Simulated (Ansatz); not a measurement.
# H2OSTe (SMILES SO[TeH]): single points off equilibrium

One table from this session's results is given with a row withheld; the runs are named, their logs left out.

Computed with Ansatz 0.2.0, Gaussian basis. Level: single points in def2-TZVPP.

Cores are frozen in the correlated methods. Filled d shells of the heavier atoms are correlated. Core potentials replace the inner electrons past krypton, and spin-orbit coupling is left out.

### Where the work starts

5 atoms, charge 0, spin multiplicity 1.

Atoms are counted from 1 here; the program's logs count them from 0.

Bond lengths: S1–O2 1.692 Å, S1–H4 1.363 Å, O2–Te3 2.053 Å, Te3–H5 1.581 Å. Angles: O2–S1–H4 96.2°, S1–O2–Te3 122.5°, O2–Te3–H5 90.7°.

As a file:

```
S    -1.3484   -0.9960   -0.0841
O    -0.3701   -0.0204    0.8928
Te    1.6739    0.0241    0.7099
H    -1.5334   -0.0763   -1.0733
H     1.5669    1.0851   -0.4571
```

The first run:

run/in.yaml

```yaml
crystal:
  periodic: [false, false, false]
  atoms:
    - {symbol: S, position_ang: [-1.348400, -0.996000, -0.084100]}
    - {symbol: O, position_ang: [-0.370100, -0.020400, 0.892800]}
    - {symbol: Te, position_ang: [1.673900, 0.024100, 0.709900]}
    - {symbol: H, position_ang: [-1.533400, -0.076300, -1.073300]}
    - {symbol: H, position_ang: [1.566900, 1.085100, -0.457100]}
basis:
  gaussian: {orbitals: def2-TZVPP}
correlation: {method: ccsd_t}
output: {forces: true}
```

The command line of these runs was not kept.

Steps of the session up to this table: CCSD(T)/def2-TZVPP; PBE0-D4/def2-TZVPP; wB97M-V/def2-TZVPP; r2SCAN-D4/def2-TZVPP; PBE-D4/def2-TZVPP; r2SCANh-D4/def2-TZVPP; revPBE-D4/def2-TZVPP.

One of the session's tables, all rows but one given; the rest of the session is left out.

```
    method  RMS force component (eV/Å)  angle to CCSD(T) forces (°)  dipole (D)
   CCSD(T)                       0.661                    reference        1.91
   PBE0-D4                       0.766                         15.1        1.90
   wB97M-V                           ?                            ?           ?
 r2SCAN-D4                       0.689                         18.2        1.74
    PBE-D4                       0.711                         30.4        1.62
r2SCANh-D4                       0.721                         15.1        1.83
 revPBE-D4                       0.707                         33.2        1.59
```

Estimate the missing values for wB97M-V.

As computed: RMS force component (eV/Å): 0.738; angle to CCSD(T) forces (°): 9.2; dipole (D): 2.06. In the column «RMS force component (eV/Å)» it lies between r2SCANh-D4 (0.721) and PBE0-D4 (0.766).
